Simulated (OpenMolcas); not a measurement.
**SnH3F (SMILES [F][SnH3]): CCSD/ANO-R0 (sfX2C, RICD fitting)**

Aim: the energy difference between two shapes of SnH3F at CCSD/ANO-R0 (sfX2C, RICD fitting), from 2 runs. 

The calculation is run with OpenMolcas 26.06.

2 further runs of the same task are left out: 2 set aside as unsound or not needed.

### 1 The structure to begin with

SnH3F: 5 atoms, total charge 0, spin state singlet. SMILES: `[F][SnH3]`. The shape is that of a PBE0-D4/def2-TZVP optimisation.

Bond lengths: F1–Sn2 1.926 Å, Sn2–H3 1.701 Å, Sn2–H4 1.701 Å, Sn2–H5 1.701 Å. Angles: F1–Sn2–H3 104.7°, F1–Sn2–H4 104.7°, F1–Sn2–H5 104.7°, H3–Sn2–H4 113.8°, H3–Sn2–H5 113.8°, H4–Sn2–H5 113.8°.

### 2 A single-point energy at CCSD/ANO-R0 (sfX2C, RICD fitting)

The input, mol.input:

```
>>> EXPORT MOLCAS_PRINT=2

&GATEWAY
 COORD
 5
 angstrom
 F       -1.285000       0.718300       1.005000
 Sn       0.100400      -0.065900      -0.079000
 H       -0.528400      -0.054800      -1.659100
 H        0.318900      -1.626500       0.560600
 H        1.444100       0.955200       0.131000
 BASIS
 ANO-R0
 GROUP
 NoSym
 RICD
 ACD

&SEWARD

&SCF
 PRORBITALS
 0

&CHCC
 FROZEN
 19
```

On the command line:

```
$ export MOLCAS_MEM=1860
$ pymolcas mol.input > mol.log
```

Log:

```text
--- Start Module: gateway ---
[...]
--- Stop Module: gateway /rc=_RC_ALL_IS_WELL_ ---
[...]
      Basis functions           35
[...]
--- Start Module: scf ---
[...]
       Convergence after  13 Iterations
[...]
::    Total SCF energy                              -6274.6874472856
[...]
      Total spin, S                                     0.0000000000
[...]
      Total electronic charge=   62.000000
      Total            charge=   -0.000000
[...]
      Dipole Moment (debye):
      Origin of the operator (angstrom)=   -0.0784    0.0353    0.0609
                   X= -3.5993E-01               Y=  2.0383E-01               Z=  2.8199E-01           Total=  5.0062E-01
      Quadrupole Moment (debye*angstrom):
[...]
--- Stop Module: scf /rc=_RC_ALL_IS_WELL_ ---
--- Start Module: chcc ---
[...]
--- Stop Module: chcc /rc=_RC_ALL_IS_WELL_ ---
[...]
```

Run time: 4.5 s. Hardware: 1 thread of Arm Neoverse V2, shared host.

### 3 The distorted shape, same level

The input, mol.input:

```
&GATEWAY
 Coord
 5
 angstrom
 F       -1.285865       0.750929       1.136563
 Sn      -0.033899      -0.033710      -0.134916
 H       -0.576419       0.217783      -1.711389
 H        0.195650      -1.633098       0.379157
 H        1.333747       0.980551       0.128688
 Basis
 ANO-R0
 Group
 NoSym
 RICD
 aCD

&SEWARD

&SCF
 PrOrbitals
 0

&CHCC
 Frozen
 19
```

On the command line:

```
$ export MOLCAS_MEM=1860
$ pymolcas mol.input > mol.log
```

Log:

```text
--- Start Module: gateway ---
[...]
--- Stop Module: gateway /rc=_RC_ALL_IS_WELL_ ---
[...]
      Basis functions           35
[...]
--- Start Module: scf ---
[...]
       Convergence after  12 Iterations
[...]
::    Total SCF energy                              -6274.6878818932
[...]
      Total spin, S                                     0.0000000000
[...]
      Total electronic charge=   62.000000
      Total            charge=   -0.000000
[...]
      Dipole Moment (debye):
      Origin of the operator (angstrom)=   -0.1940    0.0690    0.0296
                   X= -7.2899E-01               Y= -1.6124E-01               Z=  1.7341E-01           Total=  7.6648E-01
      Quadrupole Moment (debye*angstrom):
[...]
--- Stop Module: scf /rc=_RC_ALL_IS_WELL_ ---
--- Start Module: chcc ---
[...]
--- Stop Module: chcc /rc=_RC_ALL_IS_WELL_ ---
[...]
```

Wall time 4.5 s (1 thread of Arm Neoverse V2, shared host).

### 4 Results

Level: CCSD/ANO-R0 (sfX2C, RICD fitting), 19 core orbitals frozen.

| quantity | value |
| --- | --- |
| first shape: total energy | -6274.76274 Eh |
| first shape: dipole moment (mean-field density) | 0.50 D |
| first shape: HOMO energy (Hartree–Fock orbitals) | -13.00 eV |
| first shape: LUMO energy (Hartree–Fock orbitals) | 1.23 eV |
| first shape: HOMO–LUMO gap (Hartree–Fock orbitals) | 14.23 eV |
| first shape: correlation energy (19 core orbitals frozen) | -75.3 mEh |
| distorted shape: total energy | -6274.76460 Eh |
| distorted shape: dipole moment (mean-field density) | 0.77 D |
| distorted shape: HOMO energy (Hartree–Fock orbitals) | -12.83 eV |
| distorted shape: LUMO energy (Hartree–Fock orbitals) | 1.27 eV |
| distorted shape: HOMO–LUMO gap (Hartree–Fock orbitals) | 14.10 eV |
| distorted shape: correlation energy (19 core orbitals frozen) | -76.7 mEh |
| energy change with the atoms displaced | -0.050 eV |

**Reading.** With the atoms displaced the energy falls by 0.05 eV (1.2 kcal/mol). The first shape isn't relaxed at this level, so the change isn't measured from a minimum. The minimal basis adds a large error of its own. Mulliken charges (distorted shape) of the mean-field density run from -0.27 on F1 to +0.85 on Sn2.
